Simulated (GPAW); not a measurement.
# InAu3 (P-6m2) in GPAW: notebook

One crystal, InAu3, is run at these levels: LDA; tasks: band structure, equation of state.

Program: GPAW 26.7.0. These are calculated values, not measurements. Logs are shortened: lines on timing, memory, paths and dates and some standing lists are left out, and cuts for length are marked. The log counts tension as positive stress, the text compression.

### 1 The structure

The structure is hexagonal, space group P-6m2 (No. 187). The conventional cell has a = 3.161 Å, b = 3.161 Å, c = 9.058 Å, α = 90.00°, β = 90.00°, γ = 120.00°. Au (site symmetry 3m) has 3 In at 2.90 Å and 9 Au at 2.92 to 3.16 Å as nearest neighbours. Au (site symmetry -6m2) is surrounded by 12 Au at 2.92 to 3.16 Å. In (site symmetry -6m2) has 6 Au at 2.90 Å and 6 In at 3.16 Å as nearest neighbours.

The cell comes from a database or a generator and needn't be the stable form of this composition.

### 2 Band structure, LDA

Input file run.py:

```python
from ase import Atoms
from ase.dft.bandgap import bandgap
from ase.io import write
from ase.units import GPa
from gpaw import GPAW, PW

atoms = Atoms(['Au', 'Au', 'Au', 'In'],
              cell=[[3.1605898, 0.0, 0.0],
                    [-1.5802949, 2.7371510577, 0.0],
                    [0.0, 0.0, 9.057575]],
              scaled_positions=[[0.3333333333, 0.6666666667, 0.751605],
                                [0.3333333333, 0.6666666667, 0.248395],
                                [0.6666666667, 0.3333333333, 0.5],
                                [0.6666666667, 0.3333333333, 0.0]],
              pbc=True)

calc = GPAW(mode=PW(600),
            xc='LDA',
            kpts={'size': (8, 8, 3), 'gamma': True},
            occupations={'name': 'fermi-dirac', 'width': 0.05},
            nbands=42,
            convergence={'density': 1e-05, 'energy': 1e-05},
            maxiter=150,
            txt='gpaw.txt')
atoms.calc = calc
energy = atoms.get_potential_energy()
forces = atoms.get_forces()
stress = atoms.get_stress()
calc.write('gs.gpw')
write('result.traj', atoms)
print(f'Energy: {energy:.6f} eV')
print('Forces (eV/A):')
print(forces.round(4))
print('Stress (GPa):', (stress / GPa).round(3))
print('Fermi level:', round(calc.get_fermi_level(), 4), 'eV')
print(f'Gap: {bandgap(calc)[0]:.4f} eV, direct: {bandgap(calc, direct=True)[0]:.4f} eV')

path = atoms.cell.bandpath('GMKGALHA,LM,KH', npoints=80, eps=1e-4)
bs_calc = calc.fixed_density(kpts=path, symmetry='off', nbands=61,
                             convergence={'bands': 'CBM+6.0', 'eigenstates': 1e-6}, txt='bands.txt')
bs = bs_calc.band_structure()
bs.write('bs.json')
print(f'Gap on the path: {bandgap(bs_calc)[0]:.4f} eV')
```

Potentials or basis: the program's PAW data sets (release 1.2.1) made for this functional, pw.

Started as:

```sh
$ OMP_NUM_THREADS=1 python run.py
```

gpaw.txt:

```text
__  _  _
 | _ |_)|_||  |
 |__||  | ||/\| - 26.7.0

Input parameters:
  mode=PW(ecut=600.0),
  convergence={'density': 1e-05, 'energy': 1e-05},
  kpts=MonkhorstPack(size=(8, 8, 3), gamma=True),
  maxiter=150,
  nbands=42,
  occupations=Occupations(name='fermi-dirac', width=0.05),
  xc=XC(name='LDA')

Diagonalizing LCAO Hamiltonian
Converting LCAO to pw mode

        Au

           Au

        Au

           In

Atoms  # Å, Bohr magnetons
|   | symbol |         x |        y |        z |    initial magnetic moments |
|---|--------|-----------|----------|----------|-----------------------------|
| 0 |     Au | -0.000000 | 1.824767 | 6.807719 | ( 0.0000,  0.0000,  0.0000) |
| 1 |     Au | -0.000000 | 1.824767 | 2.249856 | ( 0.0000,  0.0000,  0.0000) |
| 2 |     Au |  1.580295 | 0.912384 | 4.528787 | ( 0.0000,  0.0000,  0.0000) |
| 3 |     In |  1.580295 | 0.912384 | 0.000000 | ( 0.0000,  0.0000,  0.0000) |

Unit cell  # Å
| periodic |         x |        y |        z |  lengths |     angles |
|----------|-----------|----------|----------|----------|------------|
|      yes |  3.160590 | 0.000000 | 0.000000 | 3.160590 |  90.000000 |
|      yes | -1.580295 | 2.737151 | 0.000000 | 3.160590 |  90.000000 |
|      yes |  0.000000 | 0.000000 | 9.057575 | 9.057575 | 120.000000 |

Number of symmetries: 12
Symmetry operations  # r_c * U_cc + t_c -> r_c
|    | kind |            matrix            |
|----|------|------------------------------|
|  0 |  σ   |  1, 1, 0,  0,-1, 0,  0, 0, 1 |
|  1 |  C2  |  1, 1, 0,  0,-1, 0,  0, 0,-1 |
|  2 |  E   |  1, 0, 0,  0, 1, 0,  0, 0, 1 |
|  3 |  σ   |  1, 0, 0,  0, 1, 0,  0, 0,-1 |
|  4 |  C3  |  0, 1, 0, -1,-1, 0,  0, 0, 1 |
|  5 |  S3  |  0, 1, 0, -1,-1, 0,  0, 0,-1 |
|  6 |  σ   |  0,-1, 0, -1, 0, 0,  0, 0, 1 |
|  7 |  C2  |  0,-1, 0, -1, 0, 0,  0, 0,-1 |
|  8 |  σ   | -1, 0, 0,  1, 1, 0,  0, 0, 1 |
|  9 |  C2  | -1, 0, 0,  1, 1, 0,  0, 0,-1 |
| 10 |  C3  | -1,-1, 0,  1, 0, 0,  0, 0, 1 |
| 11 |  S3  | -1,-1, 0,  1, 0, 0,  0, 0,-1 |

BZ-sampling:
  Number of BZ points: 192
  Number of IBZ points: 20

  Monkhorst-Pack size: [8, 8, 3]
  Monkhorst-Pack shift: [0.0625, 0.0625, 0.0]

K-points  # in reciprocal-cell coordinates
|     |                                coordinates |     weight |
|-----|--------------------------------------------|------------|
|   0 | (  0.00000000,   0.00000000,   0.00000000) | 0.00520833 |
|   1 | (  0.00000000,   0.00000000,   0.33333333) | 0.01041667 |
|   2 | (  0.12500000,   0.00000000,   0.00000000) | 0.03125000 |
|   3 | (  0.12500000,   0.00000000,   0.33333333) | 0.06250000 |
|   4 | (  0.25000000,  -0.12500000,   0.00000000) | 0.03125000 |
|   5 | (  0.25000000,  -0.12500000,   0.33333333) | 0.06250000 |
|   6 | (  0.25000000,   0.00000000,   0.00000000) | 0.03125000 |
|   7 | (  0.25000000,   0.00000000,   0.33333333) | 0.06250000 |
|   8 | (  0.37500000,  -0.12500000,   0.00000000) | 0.06250000 |
|   9 | (  0.37500000,  -0.12500000,   0.33333333) | 0.12500000 |
| ... |                                            |            |
|  19 | (  0.50000000,   0.50000000,   0.33333333) | 0.03125000 |

Plane wave coefficients: 2627
Cutoff: 600.0 eV

Spin-components: 1 (collinear spins)
Bands:           42
Projectors:      24
Spin-degeneracy: 2
Datatype:        complex128

Parallelization:
  kpt:    1
  domain: 1
  band:   1

Density:
  Valence electrons: 46.0
  Components: 1
  Grid points: [18 18 54]
  Charge: 0.0  # |e|

Potential:
  Grid points: [18 18 54]

species:
  Au:
    name:    Gold
    Z:       79.0
    valence: 11
    core:    68
    charge:  0.0  # [|e|]
    compensation charges:
      type: gauss
      rc: 0.42  # [Å]
      lmax: 2
    cutoffs:
      filter: 2.33  # [Å]
      core: 2.81  # [Å]
    projectors
    | kind |    occ | energy [eV] | rcut [Å] |
    |------|--------|-------------|----------|
    |   6s |  1.000 |      -6.048 |    1.323 |
    |   6p |  0.000 |      -0.888 |    1.323 |
    |   5d | 10.000 |      -7.129 |    1.323 |
    |    s |        |      21.163 |    1.323 |
    |    p |        |      26.323 |    1.323 |
    |    d |        |      20.082 |    1.323 |

    Using partial waves for Au as LCAO basis

  In:
    name:    Indium
    Z:       49.0
    valence: 13
    core:    36
    charge:  0.0  # [|e|]
    compensation charges:
      type: gauss
      rc: 0.36  # [Å]
      lmax: 2
    cutoffs:
      filter: 2.09  # [Å]
      core: 2.48  # [Å]
    projectors
    | kind |    occ | energy [eV] | rcut [Å] |
    |------|--------|-------------|----------|
    |   5s |  2.000 |      -8.474 |    1.185 |
    |   5p |  1.000 |      -2.700 |    1.244 |
    |   4d | 10.000 |     -18.723 |    1.148 |
    |    s |        |      18.738 |    1.185 |
    |    p |        |      24.512 |    1.244 |
    |    d |        |       8.489 |    1.148 |

    Using partial waves for In as LCAO basis

Reference energy: -1708775.009228  # eV

eigensolver:
  PPCG
  Converge bands: occupied
  niter=2

density mixing:
  MSR1-Mixer
  Pratt-step length: 0.05
  Maximum mixing coefficient: 0.75
  Old densities: 10
  SVD Regularization: 0.005
  Good broyden scale: 1.0
  Trust region scale: 1.0
  Backstep threshold: 4.0
  History deletion threshold: 6.0
  Fourier metric: weight=20.0, sigma=0.015

occupation numbers:
  Fermi-Dirac:
    width: 0.0500  # eV

poisson solver:
  ecut: 4800.0  # eV

xc functional:
  name: None

convergence criteria:
- Maximum integral of absolute [dens]ity change: 1e-05 electrons / valence electron
- Maximum [total energy] change in last 3 cyles: 1e-05 eV / valence electron
- Maximum integral of absolute [eigenst]ate change: 4e-08 eV^2 / valence electron
maximum number of iterations: 150

SCF iterations
|iter     | |      energy | eigst |  dens |
|---------|-|-------------|-------|-------|
|iter:   1| |  -17.764359 | +0.05 |       |
|iter:   2| |  -17.503056 | -1.94 | -1.13 |
|iter:   3| |  -17.086584 | -1.38 | -1.17 |
|iter:   4| |  -17.044378 | -1.44 | -1.50 |
|iter:   5| |  -16.507211 | -2.23 | -1.58 |
|iter:   6| |  -16.501118 | -3.88 | -2.13 |
|iter:   7| |  -16.498068 | -4.14 | -2.32 |
|iter:   8| |  -16.497599 | -5.09 | -3.07 |
|iter:   9| |  -16.497580 | -6.34 | -3.73 |
|iter:  10| |  -16.497579c| -7.59c| -4.39 |
|iter:  11| |  -16.497579c| -8.30c| -5.10c|

Converged in 11 steps
Energy contributions relative to reference atoms: (reference = -1708775.009228)

Energy contributions:
  Kinetic:         -33.558969
  Coulomb:          28.248067
  Zero:              0.472004
  External:          0.000000
  Xc:              -11.655462
  Entropy:          -0.006439
  Spinorbit:         0.000000
  ----------------------------
  Free energy:     -16.500799
  Extrapolated:    -16.497579

dipole moment: (-0.087121, 0.050269, -30.684970)  # |e|*Ang

Fermi level: 8.198
Eigenvalues  # (at kpt = [0.000, 0.000, 0.000])
| band index |      eig [eV] | occ [0-2] |
|------------|---------------|-----------|
|          0 |        -6.590 |     2.000 |
|        ... |               |           |
|         16 |         4.472 |     2.000 |
|         17 |         4.597 |     2.000 |
|         18 |         4.597 |     2.000 |
|         19 |         5.289 |     2.000 |
|         20 |         5.289 |     2.000 |
|         21 |         5.899 |     2.000 |
[... 8 lines left out ...]
|         30 |        21.842 |     0.000 |
|         31 |        22.018 |     0.000 |
|        ... |               |           |
|         41 |        27.298 |     0.000 |

No gap
No difference between direct/indirect transitions

Forces  # eV/Ang
|       x |        y |        z |
|---------|----------|----------|
| 0.00000 |  0.00000 | -0.09727 |  # Au   0
| 0.00000 |  0.00000 |  0.09727 |  # Au   1
| 0.00000 | -0.00000 |  0.00000 |  # Au   2
| 0.00000 | -0.00000 |  0.00000 |  # In   3

Stress tensor  # eV/Ang^3
|        x |         y |        z |
|----------|-----------|----------|
| 0.056859 | -0.000000 | 0.000000 |
| 0.000000 |  0.056859 | 0.000000 |
| 0.000000 |  0.000000 | 0.071356 |

# Writing to gs.gpw (mode='')
```

It took 3 min on 1 thread of Arm Neoverse V2, shared host; peak memory 0.49 GiB.

Results:

```yaml
Free_energy: -16.5008 eV
Pressure: -9.9 GPa
Largest_force: 0.097 eV/Å
Band_gap_along_the_path: none (metal or under the smearing width)
```

Forces on the atoms (eV/Å):
```
Au   0.000  0.000 -0.097
Au   0.000  0.000  0.097
Au   0.000  0.000  0.000
In   0.000  0.000  0.000
```

Levels at the corners of the path, in eV from the Fermi level:
```
point  band 20  band 21  band 22  band 23  band 24  band 25  band 26  band 27
    Γ    -2.91    -2.91    -2.30    -2.30    -0.70     2.27    10.91    10.91
    M    -2.16    -2.02    -1.35    -0.39     0.12     1.45     1.68     5.60
    K    -2.23    -0.97    -0.77     0.03     1.75     2.02     2.38     2.47
    Γ    -2.91    -2.91    -2.30    -2.30    -0.70     2.27    10.91    10.91
    A    -2.97    -2.88    -2.88    -2.29    -2.29     5.54     6.41    10.89
    L    -2.19    -2.02    -1.44    -0.62     0.14     2.14     2.61     3.59
    H    -2.21    -0.98    -0.64     0.47     0.86     1.22     2.95     4.51
    A    -2.97    -2.88    -2.88    -2.29    -2.29     5.54     6.41    10.89
    L    -2.19    -2.02    -1.44    -0.62     0.14     2.14     2.61     3.59
    M    -2.16    -2.02    -1.35    -0.39     0.12     1.45     1.68     5.60
    K    -2.23    -0.97    -0.77     0.03     1.75     2.02     2.38     2.47
    H    -2.21    -0.98    -0.64     0.47     0.86     1.22     2.95     4.51
```

Caveat: with this Au data set, volumes or pressures lay over 1.5 % or 2 GPa off other programs in two to four cells of ten; spin-orbit coupling is left out, which moves the levels of the heavy elements.

### 3 Equation of state, LDA

Input file run.py:

```python
from ase import Atoms
from ase.eos import EquationOfState
from ase.io import Trajectory
from ase.units import GPa
from gpaw import GPAW, PW

atoms = Atoms(['Au', 'Au', 'Au', 'In'],
              cell=[[3.1605898, 0.0, 0.0],
                    [-1.5802949, 2.7371510577, 0.0],
                    [0.0, 0.0, 9.057575]],
              scaled_positions=[[0.3333333333, 0.6666666667, 0.751605],
                                [0.3333333333, 0.6666666667, 0.248395],
                                [0.6666666667, 0.3333333333, 0.5],
                                [0.6666666667, 0.3333333333, 0.0]],
              pbc=True)

traj = Trajectory('eos.traj', 'w')
volumes, energies = [], []
for x in [0.94, 0.96, 0.98, 1.0, 1.02, 1.04, 1.06]:
    a = atoms.copy()
    a.set_cell(atoms.cell * x**(1 / 3), scale_atoms=True)
    calc = GPAW(mode=PW(600),
                xc='LDA',
                kpts={'size': (8, 8, 3), 'gamma': True},
                occupations={'name': 'fermi-dirac', 'width': 0.05},
                nbands=42,
                convergence={'density': 1e-05, 'energy': 1e-05},
                maxiter=150,
                txt=f'eos-{x:.2f}.txt')
    a.calc = calc
    energies.append(a.get_potential_energy(force_consistent=True))
    volumes.append(a.get_volume())
    p = -a.get_stress()[:3].mean() / GPa
    calc.write(f'eos-{x:.2f}.gpw')
    traj.write(a)
    print(f'{x:.2f} {volumes[-1]:10.4f} A^3 {energies[-1]:14.6f} eV {p:9.3f} GPa', flush=True)

v0, e0, B = EquationOfState(volumes, energies, eos='birchmurnaghan').fit()
print(f'V0 = {v0:.4f} A^3, E0 = {e0:.6f} eV, B0 = {B / GPa:.2f} GPa')
```

Potentials or basis: the program's PAW data sets (release 1.2.1) made for this functional, pw.

Started as:

```sh
$ OMP_NUM_THREADS=1 python run.py
```

It took 4.8 min on 1 thread of Arm Neoverse V2, shared host; peak memory 0.46 GiB.

It converged, with:

* Equilibrium volume: 18.00 Å³/atom (rough: see the caveat)
* Bulk modulus at fixed shape and positions: 149 GPa (rough)

Energy against volume, from the lowest point:
```tsv
volume (Å³/atom)	energy (meV/atom)
18.414	0.00
18.806	10.98
19.198	27.77
19.589	49.55
19.981	75.60
20.373	105.30
20.765	138.07
```

Caveat: with this Au data set, volumes or pressures lay over 1.5 % or 2 GPa off other programs in two to four cells of ten; the minimum lies outside the volumes run; the cell was scaled at fixed shape and fractional positions, which overstates the stiffness of a crystal with free parameters, most of all of layers and chains. The run has no spin-orbit coupling, so splittings on Au are missing.
